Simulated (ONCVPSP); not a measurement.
# An ONCV potential for La, from input to tests

Task: generate the file, and judge it by its errors in other configurations, its logarithmic derivatives, its ghosts and its cutoff.

Method: ONCVPSP 4.0.1.1 (patched build), LDA (Perdew-Wang 92), scalar-relativistic.

## Step 1: Settings

The settings as typed:

```json
{"element": "lanthanum (La, Z = 57)", "type": "optimised norm-conserving Vanderbilt (ONCV)", "frozen core": "[Kr] 4d10 5s2", "valence charge": "9", "reference configuration": "5p6 5d1 6s2", "partial waves": "6s: rc 3.20 bohr, ncon 4, nbas 7, qcut 2.2 1/bohr, 1 projector; 5p: rc 3.00 bohr, ncon 4, nbas 7, qcut 5.6 1/bohr, 2 projectors, debl 2.5 Ha; 5d: rc 2.40 bohr, ncon 4, nbas 8, qcut 4.1 1/bohr, 1 projector; f scattering state at 0.1 Ha: rc 2.85 bohr, ncon 5, nbas 9, qcut 4.3 1/bohr, 2 projectors, debl 3.2 Ha", "local potential": "polynomial inside 1.60 bohr (lpopt 5, dvloc0 6 Ha)", "core correction": "Teter function, parameters optimised by the program"}
```

The outer shells as boxes (Hund's rule for the drawing; the calculation is spin-unpolarised):

```
[Kr] core
4d [↑↓][↑↓][↑↓][↑↓][↑↓]
5s [↑↓]
5p [↑↓][↑↓][↑↓]
5d [↑ ][  ][  ][  ][  ]
6s [↑↓]
```

## Step 2: The generation run

La.dat reads:

```
# ATOM AND REFERENCE CONFIGURATION
# atsym  z   nc   nv     iexc    psfile
  La 57.00   10    3  -001012      upf
#
#   n    l    f
    1    0    2.00
    2    0    2.00
    2    1    6.00
    3    0    2.00
    3    1    6.00
    3    2   10.00
    4    0    2.00
    4    1    6.00
    4    2   10.00
    5    0    2.00
    5    1    6.00
    5    2    1.00
    6    0    2.00
#
# PSEUDOPOTENTIAL AND OPTIMIZATION
# lmax
    3
#
#   l,   rc,      ep,       ncon, nbas, qcut
    0    3.20    0.00    4    7    2.20
    1    3.00    0.00    4    7    5.60
    2    2.40    0.00    4    8    4.10
    3    2.85    0.10    5    9    4.30
#
# LOCAL POTENTIAL
# lloc, lpopt,  rc(5),   dvloc0
    4    5    1.60    6.00
#
# VANDERBILT-KLEINMAN-BYLANDER PROJECTORs
# l, nproj, debl
    0    1    3.80
    1    2    2.50
    2    1    2.80
    3    2    3.20
#
# MODEL CORE CHARGE
# icmod, fcfact, rcfact
    4    0.40    0.00
#
# LOG DERIVATIVE ANALYSIS
# epsh1, epsh2, depsh
   -2.00    5.00    0.02
#
# OUTPUT GRID
# rlmax, drl
    6.00    0.01
#
# TEST CONFIGURATIONS
# ncnf
    4
# nvcnf
#   n    l    f
    3
    5    1    6.00
    5    2    1.00
    6    0    1.00
#
    3
    5    1    6.00
    5    2    1.00
    6    0    0.00
#
    3
    5    1    6.00
    5    2    0.00
    6    0    0.00
#
    3
    5    1    6.00
    5    2    0.00
    6    0    2.00
#
```

Started as:

```sh
$ oncvpsp.x < La.dat > La.out
```

Before running it: what results should come out? Wanted: cutoffs for 1 and 0.1 mHa per electron, occupied waves; bound ghosts; GHOST(+) flags; largest test error; largest phase difference near zero energy, channels read; rms error of d²Exc/dn², without and with the model core; projector energies reset by the program.

**Answer**, as computed:

```
                                                quantity                                         value
  cutoffs for 1 and 0.1 mHa per electron, occupied waves                              5.8 Ha and 11 Ha
                                            bound ghosts                                s at -25.36 eV
                                          GHOST(+) flags                            none at low energy
                            largest test error (AE − PS)  +0.1 meV, for 5p6 5d1 6s1 (3 tests unsolved)
largest phase difference near zero energy, channels read                                     0.262 rad
 rms error of d²Exc/dn², without and with the model core                             3.66 and 0.32 mHa
                 projector energies reset by the program                           f: -0.169, 3.031 Ha
```

It has a bound ghost (s), a state that the atom doesn't have, and that rules the file out. The worst unpolarised test, 5p6 5d1 6s1, is off by 0.1 meV on 6.2 eV; by total energies transferability rates as very good where solved. Atomic tests can pass in spite of a ghost, since they solve only for the levels asked. Of the tests 3 gave no usable energy difference, which is a warning in itself. By its cutoff, 5.8 Ha for the looser tolerance, it is soft on the atom at that tolerance. At the looser tolerance the 5d wave is the slowest; 5p needs 5 Ha. That counts occupied waves only; other projectors can need more. Of the channels read, f scatters worst near zero energy, by up to 0.26 rad. In the s channel the atom's pole at 1.04 Ha sits lower, at 0.69 Ha, in the pseudo curve. All of this concerns the isolated atom, not yet a solid.
